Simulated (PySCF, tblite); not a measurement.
# C₄H₆BCl₂N: geometry, infrared bands and NMR shifts

What infrared bands and NMR shifts should C₄H₆BCl₂N (`CC[C@@H](C#N)B(Cl)Cl`) show?

Programs: tblite 0.8.0 and PySCF 2.14.0, with density-fitted response routines of our own. Each step states its level of theory. These are calculated values for one molecule in the gas phase, unless marked as measured. Atoms are numbered from 0 throughout.

## (1) The molecule as given

14 atoms, charge 0, multiplicity 1; geometry from: force field or distance geometry start.

Bonds of the start (Å): C0–C1 1.52, C1–C2 1.55, C2–C3 1.45, C3–N4 1.18, C2–B5 1.59, B5–Cl6 1.85, B5–Cl7 1.85, C0–H8 1.11, C0–H9 1.12, C0–H10 1.11, C1–H11 1.10, C1–H12 1.11, C2–H13 1.11.

## (2) Relaxing the molecule with GFN2-xTB

What the job is given:

```
{"job": {"kind": "relax", "xc": "GFN2-xTB", "basis": "xTB"}, "charge": 0, "multiplicity": 1}
C     -1.868300    -0.367000    -0.085000
C     -0.445500    -0.362900    -0.619300
C      0.514600     0.459600     0.281100
C      0.682500    -0.154300     1.588300
N      0.820900    -0.655400     2.642800
B      1.933300     0.622800    -0.415900
Cl     2.970300    -0.855300    -0.808000
Cl     2.574100     2.305700    -0.846000
H     -2.521900    -0.940200    -0.777600
H     -2.265300     0.674700    -0.012000
H     -1.931400    -0.842600     0.915800
H     -0.458300     0.054600    -1.636300
H     -0.087800    -1.417600    -0.670700
H      0.082000     1.477500     0.420700
```

The run is started by

```
$ OMP_NUM_THREADS=1 python probes_run.py task.json out
```

One launch serves the whole session: the jobs run in the order shown.

**Question.** This job is followed by: GFN2-xTB harmonic vibrations, gas phase; GIAO PBE0/pcSseg-1 NMR shielding, non-relativistic, gas phase. What will the session give for the following? strongest single infrared mode (GFN2-xTB); zero-point energy (GFN2-xTB); 13C shifts against TMS (PBE0/pcSseg-1); 1H shifts against TMS (PBE0/pcSseg-1, means over atoms taken as alike); 15N shifts against NH3 (PBE0/pcSseg-1); 11B shifts against BF3·OEt2 (PBE0/pcSseg-1); 35Cl shifts against HCl (PBE0/pcSseg-1, means over atoms taken as alike).

As calculated:

| quantity | value |
| --- | --- |
| strongest single infrared mode (GFN2-xTB) | 2401 cm⁻¹, 213 km/mol |
| zero-point energy (GFN2-xTB) | 61.0 kcal/mol |
| 13C shifts against TMS (PBE0/pcSseg-1) | 121.8, 32.5, 28.6, 15.6 ppm |
| 1H shifts against TMS (PBE0/pcSseg-1, means over atoms taken as alike) | 2.31, 1.94, 1.57, 1.30 ppm |
| 15N shifts against NH3 (PBE0/pcSseg-1) | 304.0 ppm |
| 11B shifts against BF3·OEt2 (PBE0/pcSseg-1) | 59.4 ppm |
| 35Cl shifts against HCl (PBE0/pcSseg-1, means over atoms taken as alike) | 291 ppm |

What this shows: Relaxing lowered the energy by 0.461 eV in 129 steps; the close pair that moved most is B5–Cl6, from 1.848 to 1.711 Å. All 36 modes are real, so the xTB geometry is a minimum. The strongest single mode, at 2401 cm⁻¹, moves mainly C3 and N4. GFN2-xTB is a fitted tight-binding method: band positions and strengths are rough. Its intensities can rank the bands wrongly. The most deshielded carbon is C3 (nitrile carbon), at 121.8 ppm: this is the usual window of a C≡N carbon, which has no attached hydrogen. At PBE0/pcSseg-1: Shielding is most anisotropic at Cl6, Cl7 (span 552 ppm, paramagnetic term -488 ppm).
